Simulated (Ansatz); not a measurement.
# CH3LiSe (SMILES [Li][Se]C): one structure at several levels

An exercise on one series of results from a longer session: the logs are not shown, and one member is left open.

Computed with Ansatz 0.2.0, Gaussian basis. Level: single points in def2-TZVPP.

Cores are frozen in the correlated methods. Filled d shells of the heavier atoms are correlated. The outer core shell of Li, Na, Mg and K is correlated.

## The system as given

6 atoms, charge 0, spin multiplicity 1.

Atoms are counted from 1 here; the program's logs count them from 0.

Bond lengths: Li1–Se2 2.266 Å, Se2–C3 1.979 Å, C3–H4 1.054 Å, C3–H5 1.092 Å, C3–H6 1.087 Å. Angles: Li1–Se2–C3 113.6°, Se2–C3–H4 111.2°, Se2–C3–H5 106.0°, Se2–C3–H6 109.4°, H4–C3–H5 111.2°, H4–C3–H6 109.9°, H5–C3–H6 109.0°.

As a file:

```xyz
6
charge 0, multiplicity 1
Li   -1.0639   -2.4376    0.9989
Se   -1.2273   -0.5698   -0.2743
C     0.3752    0.5886   -0.1936
H     1.2324    0.0783   -0.5352
H     0.1539    1.4533   -0.8230
H     0.5270    0.9253    0.8292
```

Set-up of the first run:

File run/in.yaml:

```yaml
crystal:
  periodic: [false, false, false]
  atoms:
    - {symbol: Li, position_ang: [-1.063900, -2.437600, 0.998900]}
    - {symbol: Se, position_ang: [-1.227300, -0.569800, -0.274300]}
    - {symbol: C, position_ang: [0.375200, 0.588600, -0.193600]}
    - {symbol: H, position_ang: [1.232400, 0.078300, -0.535200]}
    - {symbol: H, position_ang: [0.153900, 1.453300, -0.823000]}
    - {symbol: H, position_ang: [0.527000, 0.925300, 0.829200]}
basis:
  gaussian: {orbitals: def2-TZVPP}
correlation: {method: ccsd_t}
output: {forces: true}
```

No record of the launch command was kept for these runs.

Steps of the session up to this table: CCSD(T)/def2-TZVPP; PBE0-D4/def2-TZVPP; wB97M-V/def2-TZVPP; r2SCAN-D4/def2-TZVPP; PBE-D4/def2-TZVPP; BHLYP-D4/def2-TZVPP; LC-wPBE/def2-TZVPP.

One table of the session follows, with a row left open; its other results are not shown here.

```
   method  RMS force component (eV/Å)  angle to CCSD(T) forces (°)  dipole (D)
  CCSD(T)                       0.439                    reference        6.71
  PBE0-D4                       0.450                          6.2        6.49
  wB97M-V                       0.435                          6.1        6.60
r2SCAN-D4                           ?                            ?           ?
   PBE-D4                       0.478                         12.9        6.19
 BHLYP-D4                       0.410                         18.0        6.63
  LC-wPBE                       0.497                         18.2        6.81
```

Estimate the missing values for r2SCAN-D4.

**Answer.** RMS force component (eV/Å): 0.433; angle to CCSD(T) forces (°): 2.5; dipole (D): 6.53. In the column «RMS force component (eV/Å)» it lies between BHLYP-D4 (0.410) and wB97M-V (0.435).
